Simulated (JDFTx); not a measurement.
An input for JDFTx 1.7.0 (patched build) (LaB6):

The input LaB6.in:

```
include LaB6.lattice
coords-type Lattice
include LaB6.ionpos

ion-species pseudo/La.upf
ion-species pseudo/B.upf
elec-cutoff 55 440
elec-ex-corr gga-PBE
kpoint-folding 7 7 7
elec-smearing Fermi 0.0018374661
elec-n-bands 21
add-U La f 0.110248
electronic-SCF nIterations 100 energyDiffThreshold 1e-09
electronic-minimize nIterations 30 energyDiffThreshold 1e-7
converge-empty-states yes
forces-output-coords Cartesian

dump-name run.$VAR
dump End Ecomponents EigStats BandEigs Kpoints Forces Stress RhoAtom ElecDensity Dtot KEdensity
```

File LaB6.lattice:

```
lattice \
    7.8555915001     0.0000000000     0.0000000000 \
    0.0000000000     7.8555915001     0.0000000000 \
    0.0000000000     0.0000000000     7.8555915001
```

Contents of LaB6.ionpos:

```
ion La     0.0000000000     0.0000000000     0.0000000000 1
ion B      0.5000000000     0.5000000000     0.8025000000 1
ion B      0.5000000000     0.5000000000     0.1975000000 1
ion B      0.5000000000     0.8025000000     0.5000000000 1
ion B      0.8025000000     0.5000000000     0.5000000000 1
ion B      0.5000000000     0.1975000000     0.5000000000 1
ion B      0.1975000000     0.5000000000     0.5000000000 1
```

Potentials or basis: PseudoDojo-SR-PBE-0.5-standard with smoothed tails.

Run with:

```console
$ jdftx -c 1 -i LaB6.in -o LaB6.out
```

How does this run end?

The run stopped without a result. It printed:

Output:

```text
*************** JDFTx 1.7.0 (patched build) ***************

Input parsed successfully to the following command list (including defaults):
[... the input with its defaults ...]

---------- Setting up symmetries ----------

Found 48 point-group symmetries of the bravais lattice
Found 48 space-group symmetries with basis
Applied RMS atom displacement 0 bohrs to make symmetries exact.
[... 52 lines left out ...]
Initialized 2 species with 7 total atoms.

Folded 1 k-points by 7x7x7 to 343 k-points.

---------- Setting up k-points, bands, fillings ----------
Reduced to 20 k-points under symmetry.
Computing the number of bands and number of electrons
Calculating initial fillings.
nElectrons:  29.000000   nBands: 21   nStates: 20

add-U: the pseudopotential of species La has no atomic orbital 1 with l = 3.

Failed.
```
